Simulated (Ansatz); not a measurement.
**C2H6Ga (SMILES C[Ga]C): UHSE06/6-31G(d) (spherical functions)**

What is the energy change on altering one bond length of C2H6Ga at UHSE06/6-31G* (spherical functions)? 

Program for the calculation: Ansatz 0.2.0.

70 further runs of the same task are left out: 1 that didn't finish, 69 set aside as unsound or not needed.

### 1 Starting point

C2H6Ga has 9 atoms, charge 0, and is taken as a doublet. As SMILES, `C[Ga]C`. Geometry: relaxed at PBE0-D4/def2-TZVP.

Bond lengths: C1–Ga2 1.998 Å, Ga2–C3 1.998 Å, C1–H4 1.095 Å, C1–H5 1.095 Å, C1–H6 1.089 Å, C3–H7 1.089 Å, C3–H8 1.095 Å, C3–H9 1.095 Å. Some angles: C1–Ga2–C3 118.1°, Ga2–C1–H4 108.6°, Ga2–C1–H5 108.9°, Ga2–C1–H6 113.3°, Ga2–C3–H7 113.3°, Ga2–C3–H8 108.8°, Ga2–C3–H9 108.7°, H4–C1–H5 107.9°, H4–C1–H6 109.0°, H5–C1–H6 109.1°.

### 2 A single-point energy at UHSE06/6-31G(d) (spherical functions)

Contents of in.yaml:

```yaml
crystal:
  periodic: [false, false, false]
  atoms:
    - symbol: C
      position_ang: [-1.246620, 1.163020, 0.175280]
    - symbol: Ga
      position_ang: [0.456630, 0.385560, 0.873010]
    - symbol: C
      position_ang: [1.273950, -1.139610, -0.126050]
    - symbol: H
      position_ang: [-2.014290, 0.382510, 0.177460]
    - symbol: H
      position_ang: [-1.092470, 1.479700, -0.861100]
    - symbol: H
      position_ang: [-1.602690, 2.011340, 0.758180]
    - symbol: H
      position_ang: [2.201980, -1.496820, 0.318200]
    - symbol: H
      position_ang: [1.469380, -0.822030, -1.155250]
    - symbol: H
      position_ang: [0.554120, -1.963680, -0.159730]
basis:
  gaussian: {orbitals: 6-31G_st_-spherical.json}
magnetization: {spin_polarized: true, initial_magnetization: 1}
hamiltonian: {xc: hse06}
accuracy: high
output: {orbitals: {seedname: orbitals}}
```

The basis set 6-31G* is read from a file made from the Basis Set Exchange's data (not shown).

Started as:

```
ansatz run in.yaml --threads 1 --pin off --max-ram 3480MiB --events-out events.jsonl --progress --plain --runs-dir runs
```

Log:

```text
Warning: RAYON_NUM_THREADS=1 ignored (pool sized by the plan → 1); use --threads N
Functional definition: HSE06
  name "HSE06"
  parameter a = 0.25
  parameter omega = 0.11/bohr
  exchange = pbe_x - a*pbe_x_sr(omega) + a*exact_x_sr(omega)
  correlation = pbe_c
1662 factors; integrals over basis functions are off by at most 4.7e-9 eV
104 factors; integrals over basis functions are off by at most 1.5e-9 eV
mean field evaluation 1: about -54522.3780 eV, gradient 4.3e1 eV
mean field evaluation 2: about -54515.7016 eV, gradient 5.4e1 eV
mean field evaluation 4: about -54531.3378 eV, gradient 2.3e0 eV
mean field evaluation 8: about -54531.5036 eV, gradient 8.3e-2 eV
mean field evaluation 16: about -54531.5037 eV, gradient 4.9e-5 eV
mean field -54531.50366782 eV, -2003.9957970117 hartree, gradient 9.3e-8 eV, S^2 0.751803; 0 other end points of the search recorded, 0 dependent functions left out
reference -54531.50367205 eV, -2003.9957971670 hartree; 25, 24 occupied and 47, 48 virtual orbitals, 1662 factors
Total energy: -54531.50367205 eV, -2003.9957971670 hartree
```

Wall time 13 s (1 thread of Arm Neoverse V2, shared host); peak memory 0.36 GiB.

### 3 The distorted shape at the same level

Contents of job.yaml:

```yaml
crystal:
  periodic: [false, false, false]
  atoms:
    - {symbol: C, position_ang: [-2.360274, 1.591679, -0.357829]}
    - {symbol: Ga, position_ang: [-0.657024, 0.814219, 0.339901]}
    - {symbol: C, position_ang: [0.160296, -0.710951, -0.659159]}
    - {symbol: H, position_ang: [-3.127944, 0.811169, -0.355649]}
    - {symbol: H, position_ang: [-2.206124, 1.908359, -1.394209]}
    - {symbol: H, position_ang: [-2.716344, 2.439999, 0.225071]}
    - {symbol: H, position_ang: [2.201980, -1.496820, 0.318200]}
    - {symbol: H, position_ang: [0.355726, -0.393371, -1.688359]}
    - {symbol: H, position_ang: [-0.559534, -1.535021, -0.692839]}
basis:
  gaussian:
    orbitals: 6-31G_st_-spherical.json
magnetization:
  spin_polarized: true
  initial_magnetization: 1
hamiltonian:
  xc: {name: HSE06}
accuracy: high
output: {orbitals: {seedname: orbitals}}
```

The basis set 6-31G* is read from a file made from the Basis Set Exchange's data (not shown).

Started as:

```
ansatz run job.yaml --threads 1 --pin off --max-ram 3480MiB --events-out events.jsonl --progress --plain --runs-dir runs
```

Log, cut to the lines that bear on the results:

```text
Warning: RAYON_NUM_THREADS=1 ignored (pool sized by the plan → 1); use --threads N
[... 2 set-up lines as earlier in the session ...]
[...]
1664 factors; integrals over basis functions are off by at most 4.7e-9 eV
110 factors; integrals over basis functions are off by at most 9.4e-10 eV
[...]
mean field -54526.96815429 eV, -2003.8291199636 hartree, gradient 1.4e-8 eV, S^2 1.464973; 4 other end points of the search recorded, 0 dependent functions left out
reference -54526.96815884 eV, -2003.8291201309 hartree; 25, 24 occupied and 47, 48 virtual orbitals, 1664 factors
Total energy: -54526.96815884 eV, -2003.8291201309 hartree
```

Run time: 35 s. Hardware: 1 thread of Arm Neoverse V2, shared host; peak memory 0.44 GiB.

### 4 Results

At UHSE06/6-31G* (spherical functions):

```
                                                         quantity           value
                                        first shape: total energy  -2003.99580 Eh
                  first shape: HOMO energy (highest over α and β)        -4.43 eV
                   first shape: LUMO energy (lowest over α and β)        -2.11 eV
                                                first shape: ⟨S²⟩           0.752
                                    distorted shape: total energy  -2003.82912 Eh
              distorted shape: HOMO energy (highest over α and β)        -4.54 eV
               distorted shape: LUMO energy (lowest over α and β)        -2.30 eV
                                            distorted shape: ⟨S²⟩           1.465
energy change with the C3–H7 bond stretched from 1.089 to 2.396 Å        4.536 eV
```

**Reading.** With the C3–H7 bond stretched from 1.089 to 2.396 Å the energy rises by 4.54 eV (105 kcal/mol). The first shape isn't relaxed at this level, so the change isn't measured from a minimum. ⟨S²⟩ (distorted shape) is 1.46 where a pure doublet has 0.75: the reference is spin-contaminated.
